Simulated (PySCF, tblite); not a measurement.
# C4H7FGe2O2: geometry, infrared bands and NMR shifts

Aim: predict the infrared bands and NMR shifts of C4H7FGe2O2 (`C=[C]([O][GeH3])[Ge@H]1[O]C=[C]1F`).

Computed with tblite 0.8.0 and PySCF 2.14.0, with density-fitted response routines of our own, on a single molecule in the gas phase. Atoms are numbered from 0 throughout.

### 1 The starting structure

16 atoms, charge 0, multiplicity 1; geometry from: force field or distance geometry start.

Bonds of the start (Å): C0–C1 1.34, C1–O2 1.41, O2–Ge3 1.81, C1–Ge4 1.90, Ge4–O5 1.74, O5–C6 1.33, C6–C7 1.29, C7–F8 1.38, C7–Ge4 1.88, C0–H9 1.10, C0–H10 1.06, Ge3–H11 1.58, Ge3–H12 1.56, Ge3–H13 1.53, Ge4–H14 1.55, C6–H15 1.11.

### 2 Optimising the geometry with GFN2-xTB

The job: settings as JSON, then the geometry in Å.

```
{"job": {"kind": "relax", "xc": "GFN2-xTB", "basis": "xTB"}, "charge": 0, "multiplicity": 1}
C      0.705500    -1.255800     0.812000
C      0.416600    -0.169400     0.080500
O      1.315000     0.151800    -0.952800
Ge     3.000500     0.599900    -0.463500
Ge    -1.127300     0.857300     0.500900
O     -2.432700     0.964300    -0.639700
C     -3.281800     0.062000    -0.157400
C     -2.561300    -0.299400     0.854700
F     -2.770000    -1.230700     1.852700
H      0.045900    -1.561300     1.641600
H      1.552700    -1.850800     0.607800
H      3.371200    -0.422400     0.686300
H      2.968800     2.013200     0.201200
H      4.026000     0.472600    -1.591700
H     -0.951900     1.954300     1.575400
H     -4.284800    -0.276600    -0.484300
```

Started as:

```console
> OMP_NUM_THREADS=1 python probes_run.py task.json out
```

This one command runs all jobs of the session in turn.

**Question.** This job is followed by: GFN2-xTB harmonic vibrations, gas phase; GIAO PBE0/pcSseg-1 NMR shielding, non-relativistic, gas phase. Predict these results of the whole session: strongest single infrared mode (GFN2-xTB); zero-point energy (GFN2-xTB); ¹³C shifts against TMS (PBE0/pcSseg-1); ¹H shifts against TMS (PBE0/pcSseg-1, means over atoms taken as alike); ¹⁷O shifts against H2O (PBE0/pcSseg-1); ⁷³Ge shifts against GeMe4 (PBE0/pcSseg-1); ¹⁹F shifts against CFCl3 (PBE0/pcSseg-1).

As calculated:

| quantity | value |
| --- | --- |
| strongest single infrared mode (GFN2-xTB) | 2022 cm⁻¹, 451 km/mol |
| zero-point energy (GFN2-xTB) | 55.9 kcal/mol |
| ¹³C shifts against TMS (PBE0/pcSseg-1) | 172.9, 159.0, 152.1, 102.5 ppm |
| ¹H shifts against TMS (PBE0/pcSseg-1, means over atoms taken as alike) | 7.37, 6.61, 5.21, 4.95, 4.93 ppm |
| ¹⁷O shifts against H2O (PBE0/pcSseg-1) | 115.0, 88.4 ppm |
| ⁷³Ge shifts against GeMe4 (PBE0/pcSseg-1) | 76, -96 ppm |
| ¹⁹F shifts against CFCl3 (PBE0/pcSseg-1) | -160.8 ppm |

In words: Over 119 steps the energy fell by 1.745 eV; of the close pairs, Ge4–O5 changed most, 1.737 to 1.918 Å. All 42 modes are real, so the xTB geometry is a minimum. The strongest single mode, at 2022 cm⁻¹, moves mainly H13 and H11. GFN2-xTB is a fitted tight-binding method: band positions and strengths are rough. Its intensities can rank the bands wrongly. H15 (hydrogen on an alkene carbon bearing oxygen) lies farthest downfield among hydrogen, at 7.37 ppm; attached to an sp2 carbon and in the plane of the double bond. At PBE0/pcSseg-1: The largest span, 304 ppm, is at Ge3, where the paramagnetic term is -1330 ppm. Spin-orbit coupling is left out, which matters for shieldings and couplings at and beside the heavy atoms.
